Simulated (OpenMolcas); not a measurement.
# Os⁴⁺ among point charges: CASSCF and CASPT2 levels and susceptibility

Aim: the splitting of the states of Os⁴⁺ in the field of 3 point charges, its lowest levels with spin-orbit coupling and its magnetic susceptibility.

Method: state-averaged CASSCF and CASPT2, spin-orbit coupling by RASSI with atomic mean-field integrals. Code: OpenMolcas 26.06.

## (1) The system

```
Species                           : Os⁴⁺ (osmium, Z = 76, 72 electrons)
Basis                             : ANO-RCC-VDZP [7s6p4d2f1g], 68 functions
Scalar Hamiltonian                : DKH2, point nucleus
Inactive shells                   : 1s 2s 2p 3s 3p 3d 4s 4p 4d 4f 5s 5p
Active space                      : 4 electrons in 5 orbitals (5d)
Some configurations of this space : 5d4
Orbitals                          : optimised for each spin and parity, averaged over all roots
```

The outer shells:

5d4
```
5d [↑ ][↑ ][↑ ][↑ ][  ]
```

The ion sits among 3 point charges of -2 e arranged as a planar triangle (D3h), 2.44 Å from the ion.

The work runs as a chain of OpenMolcas steps in one folder; each step below is one input file. Labels, J, g values, rates, χT and fits are worked out afterwards by a script from the matrices that RASSI stores.

## (2) One- and two-electron integrals

Contents of a.inp:

```
&GATEWAY
Coord
1

Os 0.0 0.0 0.0
Basis=ANO-RCC-VDZP
Group=NoSym
NoMove
AngMom=0.0 0.0 0.0
AMFI
XField
3 Angstrom 0
2.440000 0.000000 0.000000 -2.000000
-1.220000 2.113102 0.000000 -2.000000
-1.220000 -2.113102 0.000000 -2.000000
&SEWARD
```

Command:

```sh
> OMP_NUM_THREADS=1 MOLCAS_MEM=1689 MOLCAS_PROJECT=a pymolcas a.inp > a.log
```

## (3) CASSCF: quintets, 5 roots

Contents of a.inp:

```
&RASSCF
FileOrb=start.orb
Symmetry=1
Spin=5
nActEl=4 0 0
Inactive=34
Ras2=5
CIRoot=5 5 1
SDav=5
CIMx=300
Iter=120 100
PrWF=0.3
OrbListing=Nothing
MaxOrb=0
>>> COPY $Project.JobIph JOB001
```

start.orb holds the contracted functions of the basis, ordered by shell, or the orbitals of the step before.

## (4) CASSCF: triplets, 45 roots

Contents of a.inp:

```
&RASSCF
FileOrb=start.orb
Symmetry=1
Spin=3
nActEl=4 0 0
Inactive=34
Ras2=5
CIRoot=45 45 1
SDav=45
CIMx=300
Iter=120 100
PrWF=0.3
OrbListing=Nothing
MaxOrb=0
>>> COPY $Project.JobIph JOB002
```

## (5) Reference wave functions, singlets, 50 roots

Contents of a.inp:

```
&RASSCF
FileOrb=start.orb
Symmetry=1
Spin=1
nActEl=4 0 0
Inactive=34
Ras2=5
CIRoot=50 50 1
SDav=50
CIMx=300
Iter=120 100
PrWF=0.3
OrbListing=Nothing
MaxOrb=0
>>> COPY $Project.JobIph JOB003
```

## (6) State interaction with spin-orbit coupling

Contents of a.inp:

```
&RASSI
NrOfJobIphs=3 5 45 50
1 2 3 4 5
1 2 3 4 5 6 7 8 9 10 11 12 13 14 15 16 17 18 19 20 21 22 23 24 25 26 27
28 29 30 31 32 33 34 35 36 37 38 39 40 41 42 43 44 45
1 2 3 4 5 6 7 8 9 10 11 12 13 14 15 16 17 18 19 20 21 22 23 24 25 26 27
28 29 30 31 32 33 34 35 36 37 38 39 40 41 42 43 44 45 46 47 48 49 50
IphNames
JOB001
JOB002
JOB003
EJob
SpinOrbit
DIPRint=1.0
SOCoupling=1000.0
Subsets=2
Property=9
'ANGMOM' 1 'ANGMOM' 2 'ANGMOM' 3 'MLTPL  1' 1 'MLTPL  1' 2 'MLTPL  1' 3
'AMFI' 1 'AMFI' 2 'AMFI' 3
SOProperty=3
'ANGMOM' 1 'ANGMOM' 2 'ANGMOM' 3
```

## (7) CASPT2: IPEA 0.25, imaginary shift 0.1 (closed shells correlated: 4f 5s 5p)

Contents of a.inp:

```
>>> COPY JOB001 $Project.JobIph
&CASPT2
Multistate=5 1 2 3 4 5
NoMult
Frozen=23
IPEA=0.25
Imaginary=0.1
MaxIter=60
WThr=0.0 0.3 0.05
PrWF=0.5
NoMix
>>> COPY JOB002 $Project.JobIph
&CASPT2
Multistate=45 1 2 3 4 5 6 7 8 9 10 11 12 13 14 15 16 17 18 19 20 21 22
23 24 25 26 27 28 29 30 31 32 33 34 35 36 37 38 39 40 41 42 43 44 45
NoMult
Frozen=23
IPEA=0.25
Imaginary=0.1
MaxIter=60
WThr=0.0 0.3 0.05
PrWF=0.5
NoMix
>>> COPY JOB003 $Project.JobIph
&CASPT2
Multistate=50 1 2 3 4 5 6 7 8 9 10 11 12 13 14 15 16 17 18 19 20 21 22
23 24 25 26 27 28 29 30 31 32 33 34 35 36 37 38 39 40 41 42 43 44 45 46
47 48 49 50
NoMult
Frozen=23
IPEA=0.25
Imaginary=0.1
MaxIter=60
WThr=0.0 0.3 0.05
PrWF=0.5
NoMix
```

(Steps that only read results are left out.)

**Question.** What will these runs give? Wanted: spin-free ground state; first state of the same spin within the active space; lowest level; next level.

As calculated:

```
                                            quantity                                                                           value
                                              method  SS-CASPT2, IPEA 0.25, imaginary shift 0.1 (closed shells correlated: 4f 5s 5p)
                              spin-free ground state                                                  5E, 2-fold in its orbital part
first state of the same spin within the active space                                                                 5E at 8210 cm⁻¹
                                        lowest level                                                                       1-fold A1
                                          next level                                                                     2410.3 cm⁻¹
                                         χT at 300 K                                                                  0.10 cm³ K/mol
                           effective moment at 300 K                                                                         0.88 μB
```

Cost by method:

```
                                                 method  time of its own steps  time with the reference
                                              A. CASSCF                   39 s                     39 s
B. SS-CASPT2, IPEA 0.25, imaginary shift 0.1, +4f 5s 5p                   49 s                     88 s
```

Times are of one thread on a shared host.

In words: The spin-free ground state (5E) comes to 100 % from free-ion D terms and keeps the highest spin of the shell. χT at 300 K is 0.10, against 3.01 cm³ K/mol for the spin alone, so spin-orbit coupling lowers it. An active space of the d shell alone favours high spin; real ions in strong fields can be low spin. CASPT2 does not keep the components of a term degenerate, and the means are used. The field of point charges can differ much from that of real complexes. With metal d orbitals alone active, the gaps between spin states are rough; where two lie within a few thousand cm-1, their order is open. Point charges carry no covalency, so the field is a model and not that of real ligands.
